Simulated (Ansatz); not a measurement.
MnV, space group Pm-3m: a comparison of functionals at one structure, run with Ansatz 0.2.0, Python API.

`mnv_xc.py`:
```python
"""Functional comparison for MnV (totals differ with the potentials too)."""

import warnings

import ansatz as az

K_SPACING = 0.24
FILLING = "Fermi-Dirac"
SIGMA = 0.1
CUTOFF_EV = 470

warnings.simplefilter("ignore", az.DeckWarning)

system = (
    az.Lattice.cubic(2.9)
    .space_group(221)
    .atom("Mn", [0.0, 0.0, 0.0])
    .atom("V", [0.5, 0.5, 0.5])
    .moments(Mn=2.8, V=1.0)
)

calc = system.calculation()
calc = calc.spin("collinear")
calc = calc.kpoints(spacing=K_SPACING)
calc = calc.occupations(FILLING, width=SIGMA)
calc = calc.basis(CUTOFF_EV)
calc = calc.forces()
calc = calc.stress()

rows = []
for value in ["blyp", "lda", "pbesol"]:
    data = calc.functional(value).run(threads=1, pin="off").report
    rows.append((value, data["free_energy_ev"] / len(data["lattice"]["sites"]), data["n_iterations"], sum(data["stress_gpa"][i][i] for i in range(3)) / 3, max(abs(f) for row in data["forces_ev_ang"] for f in row), data["magnetization_mub"], data["n_kpoints"]))

print("  functional   F/atom (eV)    iterations       P (GPa)  max component (eV/A)  moment (muB)      k-points")
for row in rows:
    print(f"{str(row[0]):>12s}  {row[1]:12.5f}  {row[2]:12d}  {row[3]:12.3f}  {row[4]:20.4f}  {row[5]:12.3f}  {row[6]:12d}")
```

Which functional puts this cell under the lowest pressure, and which under the highest?

From lowest to highest: LDA (-21.8 GPa), PBEsol (-15.1 GPa) and BLYP (0.6 GPa). At a fixed cell a lower pressure usually means a smaller equilibrium volume, so LDA prefers the smallest cell and BLYP the largest.

What the script printed:

```console
$ python mnv_xc.py
RunWarning: the starting moments were not kept: the SCF closed with an absolute magnetisation of 8.1e-6 μB, where they sum to 3.8 μB in size (2 sites). That is at most 0.1 of that sum. Measured as dr2_m measures the in/out step, that magnetisation stands [...]
  functional   F/atom (eV)    iterations       P (GPa)  max component (eV/A)  moment (muB)      k-points
        blyp   -3412.79116            14         0.644                0.0000         0.000            56
         lda   -3351.12805            15       -21.767                0.0000        -0.000            56
      pbesol   -3377.31193            15       -15.085                0.0000        -0.000            56
```
(Warnings from the package without file and line, shortened, repeats left out.)

What to keep in mind:
- The SCF didn't keep the moments it started from (some shrank, vanished or turned); what is printed is the state reached.
- BLYP can be off by several per cent in the lattices of metals, and by several GPa in the pressure at a fixed cell.
- For a metal this k-point mesh is coarse: on a finer one energies can move by several to tens of meV an atom and pressures by half a GPa or more, differences at one mesh by less.
- The overall sign of a collinear moment is arbitrary, and semilocal functionals can give small moments to compounds that are paramagnetic.
- Forces vanish by symmetry here and test nothing.
- Pressure is positive in compression.
- The structure is a deposited one; some such entries were measured under pressure or heat, so a shift against it needn't be the functional's error alone.
- Total energies of different functionals can't be compared; pressures, moments and gaps at this one structure can.
- The script silences the warnings on its input, which a real study should read.
- It ran for 47 s on 1 thread of Arm Neoverse V2, on a shared host, peak memory 0.44 GiB.
